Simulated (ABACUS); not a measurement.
Runs of ABACUS 3.10.1 on NaLaMnMoO6. The structure is monoclinic, space group P2_1 (No. 4). Conventional cell: a = 5.557 Å, b = 5.598 Å, c = 8.025 Å, α = 90.00°, β = 90.44°, γ = 90.00°. Around Na (site symmetry 1) lie 4 O at 2.36 to 2.63 Å. Around La (site symmetry 1) lie 8 O at 2.40 to 2.69 Å. Mn (site symmetry 1) is surrounded by 6 O at 2.07 to 2.20 Å. Mo (site symmetry 1) has 5 O at 1.83 to 2.03 Å as nearest neighbours. O (site symmetry 1) is surrounded by 1 Mo at 1.83 Å and 1 Mn at 2.08 Å. O (site symmetry 1) has 1 Mo at 1.87 Å as nearest neighbours. Around O (site symmetry 1) lie 1 Mo at 1.91 Å and 1 Mn at 2.08 Å. O (site symmetry 1) has 1 Mo at 2.03 Å and 1 Mn at 2.07 Å as nearest neighbours. The cell was built by a generator and needn't be a form met in nature.

```tsv
task	level	potentials or basis	k mesh	cutoff (eV)	radial cutoff of the potentials (pseudo_rcut)	path	points for each segment of the path	SCF threshold on the density	eigensolver	gap on the mesh (eV)	pressure (GPa)	moment (μB)	largest force (eV/Å)
single point	r2SCAN	SG15 ONCV 1.2 PBE, DZP LCAO (the cutoffs set its grid)	3 × 3 × 2	1510	7 bohr	-	-	1e-07	genelpa	0.76	-1.0	10.00	0.57
single point	PBEsol	GBRV ultrasoft 1.5 PBE, plane waves	3 × 3 × 3	544	10 bohr	-	-	1e-08	dav	(a)	-5.0	9.95	(c)
single point	r2SCAN	SG15 ONCV 1.2 PBE, plane waves	3 × 3 × 2	1742	7 bohr	-	-	1e-08	dav	(b)	-3.0	10.00	0.78
single point	HCTH407	GBRV ultrasoft 1.5 PBE, plane waves	3 × 3 × 3	544	10 bohr	-	-	1e-08	dav	0.55	1.5	10.00	0.94
```

Alike in all rows: spin collinear, ferromagnetic start; cell as given; smearing fermi-dirac 0.05 eV.

Q: Estimate the missing entries.

A: (a) 0.17; (b) 0.79; (c) 0.14.

Caveats: the potentials were made for another functional, which shifts forces and pressure; spin-orbit coupling is left out, which moves the levels of the heavy elements; an odd mesh through Γ misses points on the zone boundary, where band edges often lie; only a ferromagnetic start was run, and an antiferromagnetic order may lie lower in energy; there are fewer bands than atomic start orbitals, so a level may be missed at k points of high symmetry (some runs); the atomic orbitals were generated for these runs and aren't a published set (some runs); the basis of atomic orbitals isn't converged, which shifts pressures, moduli and gaps (some runs).

A k mesh can miss the band edges, and the runs leave out spin-orbit coupling on La, Mo.

Runs at the PBE level aren't shown here.
